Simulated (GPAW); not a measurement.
Crystal: GaF.

```
Ga F
1.0
     3.16592    0.00000    0.00000
     0.00000    3.16592    0.00000
     0.00000    0.00000    3.16592
Ga F
1 1
Cartesian
  0.0000 0.0000 0.0000
  1.5830 1.5830 1.5830
```

The cell was built by a generator and needn't be a form met in nature.

Base run:

| Quantity | Value |
| --- | --- |
| Program | GPAW 26.7.0 |
| Functional | RPBE |
| Potentials or basis | the program's PAW data sets (release 1.2.1) made for this functional |
| Cutoff | 800 eV |
| Basis | pw |
| k mesh | 8 × 8 × 8 |
| Occupations | fermi-dirac, width 0.05 eV |
| Spin | no spin polarisation |

Its results: band gap on the k mesh 0.34 eV, indirect (least direct gap 1.16 eV); pressure 1.2 GPa.

Task: The run is repeated on the same cell with these changes: functional from RPBE to LDA. What comes out?

Result: Band gap on the k mesh 0.36 eV, indirect (least direct gap 1.06 eV); pressure -8.1 GPa.

LDA binds more tightly than RPBE, so the same cell stands under less pressure.

Not every run made on this cell is shown here.
